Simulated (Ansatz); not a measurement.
# TiSb: how well frozen cores do

Does the method matter for TiSb? The same cell, functional and mesh are run with full-potential LAPW, frozen-core PAW and all-electron PAW on datasets made for the crystal.

Method: DFT LDA, scalar-relativistic, in Ansatz 0.2.0.

### Step 1. The starting structure

The structure is hexagonal, space group P6_3/mmc (No. 194). Conventional cell: a = 4.103 Å, b = 4.103 Å, c = 6.284 Å, α = 90.00°, β = 90.00°, γ = 120.00°. Ti (site symmetry -3m) has 6 Sb at 2.84 Å and 2 Ti at 3.14 Å as nearest neighbours. Sb (site symmetry -6m2) is surrounded by 6 Ti at 2.84 Å.

As a file:

```cif
data_structure
_symmetry_space_group_name_H-M 'P 1'
_symmetry_Int_Tables_number 1
_cell_length_a 4.1033
_cell_length_b 4.1033
_cell_length_c 6.2836
_cell_angle_alpha 90.000
_cell_angle_beta 90.000
_cell_angle_gamma 120.000
_cell_volume 91.62
loop_
_atom_site_label
_atom_site_type_symbol
_atom_site_fract_x
_atom_site_fract_y
_atom_site_fract_z
_atom_site_occupancy
Ti1 Ti 0.00000 0.00000 0.00000 1
Ti2 Ti 0.00000 0.00000 0.50000 1
Sb1 Sb 0.33333 0.66667 0.25000 1
Sb2 Sb 0.66667 0.33333 0.75000 1
```

The geometry is a database entry used as it stands. It may stem from high pressure or temperature, or be incomplete, so it serves as a test cell.

Atoms are numbered in the order of the input: Ti1, Ti2, Sb3, Sb4.

### Step 2. Full-potential LAPW

The input, input.yaml:

```yaml
crystal:
  lattice:
    - [4.1032991169, 0.0, 0.0]
    - [-2.0516495585, 3.5535612746, 0.0]
    - [0.0, 0.0, 6.2836]
  atoms:
    - { symbol: Ti, position: [0.0, 0.0, 0.0] }
    - { symbol: Ti, position: [0.0, 0.0, 0.5] }
    - { symbol: Sb, position: [0.3333333333, 0.6666666667, 0.25] }
    - { symbol: Sb, position: [0.6666666667, 0.3333333333, 0.75] }
kpoints:
  mp_grid: { grid: [12, 12, 7] }
  band_path:
    path:
      - [0.0, 0.0, 0.0]
      - [0.5, 0.0, 0.0]
      - [0.3333333333, 0.3333333333, 0.0]
      - [0.0, 0.0, 0.0]
      - [0.0, 0.0, 0.5]
      - [0.5, 0.0, 0.5]
      - [0.3333333333, 0.3333333333, 0.5]
      - [0.0, 0.0, 0.5]
      - [0.5, 0.0, 0.5]
    npoints: 14
scf:
  occupations: { method: fermi_dirac, width: 0.03 }
hamiltonian:
  xc: lda
  pseudopotentials: { kind: all_electron, lapw: { basis_error: 0.001 } }
output:
  forces: true
  stress: true
  eigenvalues: true
  fatbands: true
  populations: true
  dos: { projected: true, de: 0.2, e_range: [-14, 8] }
```

Command:

```sh
$ ansatz run input.yaml --threads 1 --pin off --max-ram 4096MiB --backend cpu --events-out ev --progress --plain --runs-dir out
```

Output:

```text
Ti: projections on atomic orbitals take those of the free atom 1s2 2s2 2p6 3s2 3p6 3d2 4s2, of charge +0.00 (hamiltonian.pseudopotentials.projection_atoms)
Sb: projections on atomic orbitals take those of the free atom 1s2 2s2 2p6 3s2 3p6 3d10 4s2 4p6 4d10 5s2 5p3, of charge +0.00 (hamiltonian.pseudopotentials.projection_atoms)
LAPW: plane waves up to 7.784 Å⁻¹, error target 1.0e-3 eV per atom; small_component_spin mean_spin; Ti in spheres of 1.390 Å, 12 of its electrons in bands, Dirac shells []; Sb in spheres of 1.453 Å, 23 of its electrons in bands, Dirac shells []
Engine: ansatz 0.2.0
Pseudopotentials: kind: all_electron
Pseudopotential: Ti, LAPW, valence charge 12, Koelling and Harmon's equation, gaussian nucleus
Pseudopotential: Sb, LAPW, valence charge 23, Koelling and Harmon's equation, gaussian nucleus
Functional definition: SPW92
  exchange = slater_x
  correlation = pw_c
Crystal: 4 atoms, lattice volume = 91.623 Å³
Basis set: ecut = 230.84568703510746 eV, 735 PW (Γ), exchange–correlation at level 2
Bands: 42, of which v1, the nominal top of the filled ones, is band 35 counted from 1 (34 counted from 0)
Symmetry: 24 space group operations
Space group: P63/mmc (ITA 194), of the structure as read, at distance tolerance 4.5e-5 Å
k-points: 76 of 1008
Non-local potential: Ti, projectors of the file, none
Non-local potential: Sb, projectors of the file, none
Initial density: superposition of atomic densities (chi_scale 0.1, normalization cell, long waves kept (reshape's long-wave potential 0.00 eV rms))
Initial wavefunctions: plane waves of lowest kinetic energy (no species holds an atomic orbital)
Functional: x = slater, c = lda
iter 1 solved again at ethr=8.23e-4 eV; its pass at ethr=1.00e-1 eV (dr2=5.76e-1 eV) is discarded
SCF iter   1: F=—  HF=-398809.749616 eV  |F-HF|=—  |Δ(HF+E_count)|=         —  Δρ=2.14e-2  dr2=5.81e-1  ethr=8.23e-4  ⟨swp⟩=2.1  Hψ=21845  notcnv=0
preconditioner: auto → Kerker (q_TF=auto, 2.609 Å⁻¹)  [metal: Δε(μ)=0.016 eV  Ē_g=5.282 eV  σ=0.030 eV  W_gap=0.13  n_scr=22 (ndim 8)  ℏωp=16.5 eV  f_vac=0.000  D(μ)=3.01/eV (n_scr^D=22)]
SCF iter   2: F=—  HF=-398809.538293 eV  |F-HF|=—  |Δ(HF+E_count)|=   2.11e-1  Δρ=1.43e-2  dr2=3.84e-1  ethr=8.23e-4  ⟨swp⟩=2.9  Hψ=10074  notcnv=0
SCF iter   3: F=—  HF=-398809.475018 eV  |F-HF|=—  |Δ(HF+E_count)|=   6.33e-2  Δρ=1.08e-2  dr2=1.70e-1  ethr=5.49e-4  ⟨swp⟩=2.5  Hψ=10022  notcnv=0
SCF iter   4: F=—  HF=-398809.417657 eV  |F-HF|=—  |Δ(HF+E_count)|=   5.74e-2  Δρ=4.84e-3  dr2=4.52e-2  ethr=2.43e-4  ⟨swp⟩=2.0  Hψ=9957  notcnv=0
SCF iter   5: F=—  HF=-398809.404370 eV  |F-HF|=—  |Δ(HF+E_count)|=         —  Δρ=1.70e-3  dr2=5.33e-3  ethr=6.45e-5  ⟨swp⟩=2.1  Hψ=9774  notcnv=0
the basis was enlarged: its passes take 171.8 KiB over the memory plan, 1 of 1 planned eigensolver slots
SCF iter   6: F=—  HF=-398809.402699 eV  |F-HF|=—  |Δ(HF+E_count)|=   1.67e-3  Δρ=7.40e-4  dr2=6.10e-4  ethr=7.62e-6  ⟨swp⟩=2.1  Hψ=9484  notcnv=0
SCF iter   7: F=—  HF=-398809.402761 eV  |F-HF|=—  |Δ(HF+E_count)|=   6.27e-5  Δρ=2.15e-4  dr2=6.82e-5  ethr=8.71e-7  ⟨swp⟩=2.0  Hψ=9473  notcnv=0
iter 8 solved again at ethr=8.07e-9 eV; its pass at ethr=9.75e-8 eV (dr2=5.65e-6 eV) is discarded
SCF iter   8: F=—  HF=-398809.402766 eV  |F-HF|=—  |Δ(HF+E_count)|=   4.96e-6  Δρ=5.54e-5  dr2=5.60e-6  ethr=8.07e-9  ⟨swp⟩=2.0  Hψ=16050  notcnv=0
SCF iter   9: F=—  HF=-398809.402764 eV  |F-HF|=—  |Δ(HF+E_count)|=   2.00e-6  Δρ=1.95e-5  dr2=4.52e-7  ethr=8.01e-9  ⟨swp⟩=2.1  Hψ=9474  notcnv=0
SCF iter  10: F=-398809.402764 eV  HF=-398809.402764 eV  |F-HF|=5.22e-8  |Δ(HF+E_count)|=   1.18e-7  Δρ=6.87e-6  dr2=5.91e-8  ethr=6.46e-10  ⟨swp⟩=2.1  Hψ=9478  notcnv=0
SCF 1 converged in 10 iterations: F = -398809.402764 eV  dr2 = 5.91e-8
NSCF: frozen V_eff on 113 k-points
SCF converged after 10 iterations
Free energy (F): -398809.402764 eV
Harris-Foulkes:  -398809.402764 eV  (|F-HF|=5.22e-8)
Internal energy: -398809.390877 eV  (E = F + TS)
E sigma→0 (E₀):  -398809.396820 eV
Entropy (-TS):   -0.011888 eV (-2.972 meV/atom)
Fermi energy:    13.317816 eV
--- Per-component energies (eV) ---
  E_band       = -2067.100796
  E_kinetic    = 418108.919350
  E_xc         = -11182.708381
  E_electrostatic = -805735.601845  (all electrons and nuclei)
  E_smearing   = -0.011888  (= −TS)
  E_closure    = 0.000000  (closes the sum)
  E_atoms      = -398782.871220  (free atoms, spherical and without spin; not in F)
  Σ components = -398809.402764   (vs F -398809.402764, Δ=0.00e0)
  Basis errors (estimates in eV, not in F): energy 2.9e-4 per atom: plane waves 2.5e-4 (1.4e-4 summed), levels above the bands 4.3e-39, relativity 3.0e-9, radial functions 4.1e-5, core shells 8.2e-8; eigenvalues (radial functions only) 1.5e-6; not estimated: angular momenta, meshes, grids; target (lapw.basis_error) 1.0e-3; muffin-tin radii Ti 1.390 Å, Sb 1.453 Å
--- Forces (eV/Å), atoms counted from 1 ---
  atom   1  Ti     0.00000000    -0.00000000     0.00000000
  atom   2  Ti     0.00000000     0.00000000     0.00000000
  atom   3  Sb    -0.00000000     0.00000000     0.00000000
  atom   4  Sb    -0.00000000     0.00000000     0.00000000
  max |Σ_I F_I| component: 4.05e-18 eV/Å
--- Stress (GPa, compression-positive) ---
       -8.296092      -0.000000       0.000000
       -0.000000      -8.296092       0.000000
        0.000000       0.000000      -8.876659
  P = ⅓ Tr σ = -8.4896 GPa (-84.896 kbar)
--- Band table (eV; the first three rows and the last of 76) ---
  k-point 0: bands = ["-129.9674", "-129.9673", "-83.1077", "-83.1076", "-83.0885", "-83.0885", "-83.0885", "-83.0885", "-43.5355", "-43.5187", "-20.1852", "-20.1852", "-20.1659", "-20.1659", "-20.0428", "-19.8606", "-15.1855", "-15.1855", "-15.1639", "-15.1639", "-15.1571", "-15.1526", "-15.1516", "-15.1516", "-15.1424", "-15.1424", "2.1604", "4.3627", "8.1428", "10.8309", "10.8309", "12.2782", "13.0380", "13.0380", "13.2931", "13.2931", "14.2302", "14.2302", "14.5081", "14.5081", "14.9484", "16.0057"]
  k-point 1: bands = ["-129.9674", "-129.9673", "-83.1077", "-83.1076", "-83.0885", "-83.0885", "-83.0885", "-83.0885", "-43.5346", "-43.5195", "-20.1842", "-20.1842", "-20.1668", "-20.1668", "-20.0339", "-19.8697", "-15.1844", "-15.1844", "-15.1650", "-15.1650", "-15.1568", "-15.1528", "-15.1511", "-15.1511", "-15.1429", "-15.1429", "2.2311", "4.1643", "8.4509", "10.8981", "10.8981", "12.2560", "12.9590", "12.9590", "13.0844", "13.0844", "14.1278", "14.1278", "14.5955", "14.9201", "14.9201", "15.6707"]
  k-point 2: bands = ["-129.9674", "-129.9673", "-83.1077", "-83.1076", "-83.0885", "-83.0885", "-83.0885", "-83.0885", "-43.5323", "-43.5219", "-20.1816", "-20.1816", "-20.1695", "-20.1695", "-20.0089", "-19.8953", "-15.1814", "-15.1814", "-15.1680", "-15.1680", "-15.1562", "-15.1534", "-15.1498", "-15.1498", "-15.1441", "-15.1441", "2.4398", "3.7147", "9.2212", "11.0974", "11.0974", "12.0067", "12.3941", "12.3941", "13.2187", "13.2187", "13.9287", "13.9287", "14.0836", "15.0782", "15.6279", "15.6279"]
  k-point 75: bands = ["-129.9673", "-129.9673", "-83.1077", "-83.1077", "-83.0886", "-83.0886", "-83.0886", "-83.0886", "-43.5280", "-43.5244", "-20.1882", "-20.1882", "-20.1820", "-20.1820", "-19.9721", "-19.9326", "-15.1789", "-15.1747", "-15.1747", "-15.1736", "-15.1491", "-15.1491", "-15.1444", "-15.1444", "-15.1425", "-15.1402", "4.2347", "4.2347", "9.2436", "9.2436", "9.5464", "10.0943", "11.4280", "11.4280", "13.5617", "13.5617", "13.7133", "13.9842", "14.5381", "14.5381", "14.6854", "14.6854"]
--- Löwdin populations: 4 sites ---
  site symbol       q [e]
     0     Ti     21.4681
     1     Ti     21.4681
     2     Sb     51.4245
     3     Sb     51.4245
  spilling = 0.001471 (of n_electrons = 146.000000)
```

Wall time 2.6 min (1 thread of Arm Neoverse V1, shared host); peak memory 0.71 GiB.

Result: pressure -8.49 GPa; no gap.

Levels at the path's labelled points, in eV from the Fermi level:

```tsv
point	band 32	band 33	band 34	band 35	band 36	band 37	band 38
Γ	-1.04	-0.28	-0.28	-0.02	-0.02	0.91	0.91
M	-2.63	-2.33	-1.47	-1.23	0.56	0.64	0.70
K	-2.52	-2.52	-1.87	-0.07	0.54	0.54	0.96
Γ	-1.04	-0.28	-0.28	-0.02	-0.02	0.91	0.91
A	-1.69	-1.69	-1.69	0.23	0.23	0.23	0.23
L	-1.96	-1.89	-1.89	-0.10	-0.10	0.72	0.72
H	-3.51	-1.86	-1.86	0.23	0.23	0.53	0.53
A	-1.69	-1.69	-1.69	0.23	0.23	0.23	0.23
L	-1.96	-1.89	-1.89	-0.10	-0.10	0.72	0.72
```

States per cell, counted by energy window (eV from the Fermi level, on a grid of 0.20 eV):

```tsv
from	to	total	Ti 3d	Sb 5p	Sb 5s
-10	-9	2.52	0.16	0.09	1.99
-9	-8	0.86	0.10	0.01	0.73
-8	-7	0.00	0.00	0.00	0.00
-7	-6	0.00	0.00	0.00	0.00
-6	-5	0.00	0.00	0.00	0.00
-5	-4	1.96	0.26	1.35	0.06
-4	-3	1.88	0.37	1.26	0.08
-3	-2	3.81	1.25	2.34	0.04
-2	-1	4.11	1.80	2.16	0.02
-1	0	1.92	1.65	0.20	0.00
0	1	6.89	6.38	0.23	0.03
1	2	4.76	3.79	0.64	0.10
2	3	2.65	1.69	0.62	0.19
```

### Step 3. Frozen-core PAW

input.yaml: that of step 2 with these lines changed.

```diff
@@ -28,3 +28,3 @@
   xc: lda
-  pseudopotentials: { kind: all_electron, lapw: { basis_error: 0.001 } }
+  pseudopotentials: { kind: paw }
 output:
@@ -33,4 +33,9 @@
   eigenvalues: true
-  fatbands: true
+  efg: { contact_densities: true }
   populations: true
+  bader: true
   dos: { projected: true, de: 0.2, e_range: [-14, 8] }
+  write_density: true
+  write_potential: true
+  elf: true
+  volumetric_format: npy
```

Command:

```sh
$ ansatz run input.yaml --threads 1 --pin off --max-ram 4096MiB --backend cpu --events-out ev --progress --plain --runs-dir out
```

Output, shortened:

```text
Sb: output.efg is read without spin–orbit coupling, which moves field gradients at and beside such atoms by some per cent and up to a factor of two; PAW files take it under magnetization.noncollinear and magnetization.spin_orbit
[...]
Pseudopotentials: kind: paw
Pseudopotential: Ti, paw, valence charge 12, recommended cutoff 420 eV (normal)
Pseudopotential: Sb, paw, valence charge 15, recommended cutoff 420 eV (normal)
[... 1 set-up line as earlier in the session ...]
[...]
Crystal: 4 atoms, lattice volume = 91.623 Å³
Basis set: ecut = 420 eV, 1785 PW (Γ)
Bands: 33, of which v1, the nominal top of the filled ones, is band 27 counted from 1 (26 counted from 0)
[... 2 set-up lines as earlier in the session ...]
k-points: 76 of 1008
[...]
  atom   2  Ti V_zz =    -5.511657   η = 0.0000   by run symmetry: allowed
            electrostatic potential = -2529.871435 V   contact ρ = 56415.707604 e/Å³
  atom   3  Sb V_zz =    +3.241089   η = 0.0000   by run symmetry: allowed
            electrostatic potential = -8411.166511 V   contact ρ = 1344713.527850 e/Å³
  atom   4  Sb V_zz =    +3.241089   η = 0.0000   by run symmetry: allowed
            electrostatic potential = -8411.166511 V   contact ρ = 1344713.527850 e/Å³
--- Band table (eV; the first three rows and the last of 76) ---
[...]
--- Löwdin populations: 4 sites ---
  site symbol       q [e]
     0     Ti     11.5156
     1     Ti     11.5156
     2     Sb     15.3685
     3     Sb     15.3685
  spilling = 0.004293 (of n_electrons = 54.000000)
--- Bader charges: 4 sites ---
  site symbol  charge [e]  shift [e]
     0     Ti      1.0778     0.0034
     1     Ti      1.0778     0.0034
     2     Sb     -1.0779     0.0034
     3     Sb     -1.0778     0.0034
  estimated error of the sums over rays = 5.3e-4 e
```

Run time: 55 s. Hardware: 1 thread of Arm Neoverse V1, shared host; peak memory 0.52 GiB.

In short: pressure -8.50 GPa; no gap; Vzz Ti1 -5.51 (η = 0.00), Sb3 3.24 (η = 0.00) (10²¹ V/m²).

```tsv
atom	Bader charge (e)	basin volume (Å³)
Ti1	+1.08	13.34
Sb3	-1.08	32.47
```

Density in a lattice plane of the grid's cell (edges 4.10 and 6.28 Å, at 0.000 of the third edge), which holds Ti.

Ten even steps from '0' (0.11 e/Å³) to '9' (10.19 e/Å³):
```
8630000000000036
3210000000000012
0000000000000000
0000000000000000
0000000000000000
0000000000000000
0000000000000000
3210000000000012
8630000000000036
9841000000000148
8630000000000036
3210000000000012
0000000000000000
0000000000000000
0000000000000000
0000000000000000
0000000000000000
3210000000000012
8630000000000036
9841000000000148
```
Columns run along the first of these edges and rows up along the second, over one cell in 16 and 20 even steps from the bottom left corner. Atoms in the plane (fractional): Ti at (0.00, 0.00), Ti at (0.00, 0.50).

ELF in the same plane.

Values, 12 rows by 8 columns:
```
0.60 0.49 0.12 0.38 0.46 0.38 0.12 0.49
0.20 0.17 0.38 0.55 0.50 0.55 0.38 0.17
0.36 0.43 0.57 0.53 0.44 0.53 0.57 0.43
0.20 0.17 0.38 0.55 0.50 0.55 0.38 0.17
0.60 0.49 0.12 0.38 0.46 0.38 0.12 0.49
0.00 0.60 0.15 0.22 0.32 0.22 0.15 0.60
0.60 0.49 0.12 0.38 0.46 0.38 0.12 0.49
0.20 0.17 0.38 0.55 0.50 0.55 0.38 0.17
0.36 0.43 0.57 0.53 0.44 0.53 0.57 0.43
0.20 0.17 0.38 0.55 0.50 0.55 0.38 0.17
0.60 0.49 0.12 0.38 0.46 0.38 0.12 0.49
0.00 0.60 0.15 0.22 0.32 0.22 0.15 0.60
```
Columns run along the first of these edges and rows up along the second, over one cell in 8 and 12 even steps from the bottom left corner. Atoms in the plane (fractional): Ti at (0.00, 0.00), Ti at (0.00, 0.50).

Both are smooth fields of the valence electrons: close to the nuclei they are not physical.

Maxima of ELF outside the ion cores: 0.66 beside Sb, off the lines to its neighbours, 1.4 Å from Sb; 0.59 on the Sb–Ti line, 1.3 Å from Sb.

### Step 4. All-electron PAW on datasets made for the crystal

input.yaml: that of step 3 with these lines changed.

```diff
@@ -23,3 +23,3 @@
       - [0.5, 0.0, 0.5]
-    npoints: 14
+    npoints: 8
 scf:
@@ -28,3 +28,3 @@
   xc: lda
-  pseudopotentials: { kind: paw }
+  pseudopotentials: { kind: all_electron, datasets: crystal }
 output:
@@ -34,8 +34 @@
   efg: { contact_densities: true }
-  populations: true
-  bader: true
-  dos: { projected: true, de: 0.2, e_range: [-14, 8] }
-  write_density: true
-  write_potential: true
-  elf: true
-  volumetric_format: npy
```

Command:

```sh
$ ansatz run input.yaml --threads 1 --pin off --max-ram 4096MiB --backend cpu --events-out ev --progress --plain --runs-dir out
```

Output, shortened:

```text
[...]
band count auto-derived: 39 (N_el = 54.0; filled up to band 27; 33 by the electrons, moments and atoms)
Sb: output.efg is read without spin–orbit coupling, which moves field gradients at and beside such atoms by some per cent and up to a factor of two; PAW files take it under magnetization.noncollinear and magnetization.spin_orbit
[...]
[... 1 set-up line as earlier in the session ...]
Pseudopotential: Ti, paw, valence charge 12, recommended cutoff 240 eV (normal), Koelling and Harmon's equation, gaussian nucleus
Pseudopotential: Sb, paw, valence charge 15, recommended cutoff 240 eV (normal), Koelling and Harmon's equation, gaussian nucleus
[... 1 set-up line as earlier in the session ...]
[...]
Crystal: 4 atoms, lattice volume = 91.623 Å³
Basis set: ecut = 240 eV, 759 PW (Γ)
Bands: 39, of which v1, the nominal top of the filled ones, is band 27 counted from 1 (26 counted from 0)
[...]
--- Stress (GPa, compression-positive) ---
       -8.295257      -0.000000       0.000000
        0.000000      -8.295257       0.000000
        0.000000       0.000000      -8.877116
  P = ⅓ Tr σ = -8.4892 GPa (-84.892 kbar)
--- PAW observables at the nuclei: V_zz in 10²¹ V/m², potentials from the cell's mean, atoms counted from 1 ---
  atom   1  Ti V_zz =    -5.605448   η = 0.0000   by run symmetry: allowed
            electrostatic potential = -2526.857970 V   contact ρ = 56462.239427 e/Å³
  atom   2  Ti V_zz =    -5.605448   η = 0.0000   by run symmetry: allowed
            electrostatic potential = -2526.857970 V   contact ρ = 56462.239427 e/Å³
  atom   3  Sb V_zz =    +3.273864   η = 0.0000   by run symmetry: allowed
            electrostatic potential = -8407.043305 V   contact ρ = 1344565.772287 e/Å³
  atom   4  Sb V_zz =    +3.273864   η = 0.0000   by run symmetry: allowed
            electrostatic potential = -8407.043305 V   contact ρ = 1344565.772287 e/Å³
--- Band table (eV; the first three rows and the last of 76) ---
[...]
```

Wall time 65 s (1 thread of Arm Neoverse V1, shared host); peak memory 0.82 GiB.

This run gives: pressure -8.49 GPa; no gap; Vzz Ti1 -5.61 (η = 0.00), Sb3 3.27 (η = 0.00) (10²¹ V/m²).

```tsv
atom	contact density (e/Å³)
Ti1	56462.24
Sb3	1344566
```

### Step 5. Comparison

```
          method  pressure (GPa)  Vzz Ti1 (10²¹ V/m²)  Vzz Sb3 (10²¹ V/m²)  SCF cycles, all passes
            LAPW           -8.49                    –                    –                      10
             PAW           -8.50                -5.51                 3.24                       7
crystal datasets           -8.49                -5.61                 3.27                      11
```

### Step 6. Outcome

| quantity | value |
| --- | --- |
| pressure | LAPW -8.49, PAW -8.50, crystal datasets -8.49 GPa |
| gap (LAPW) | none |
| Bader charges (PAW) | Ti1 +1.08, Sb3 -1.08 e |
| highest ELF (PAW) | 0.66, 1.35 Å from Sb |

The pressure of -8.5 GPa pushes the cell to shrink, with the atoms held in place. Bands reach the Fermi level, so no gap opens at this level of theory, which can close a small real gap. Spin-orbit coupling is left out of this run, though the cell holds Sb; it can open or close small gaps. Within 0.3 eV of the Fermi level the largest projected share is Ti 3d (96 %). The projection holds only the free atom's occupied shells (Ti 4s, Ti 3d, Sb 5s, Sb 5p in this range). The field gradient at Ti1, the largest by crystal datasets, is -5.51 by PAW and -5.61 by crystal datasets (10²¹ V/m²), within 5 %. Spin–orbit coupling is left out, which moves gradients at and beside heavy atoms by some per cent and at worst by a factor of two. PAW lies -0.01 GPa from LAPW in pressure. LAPW took about 2.9 times as long as PAW (2.6 min against 55 s, on a shared host and with the outputs that each input asks for).
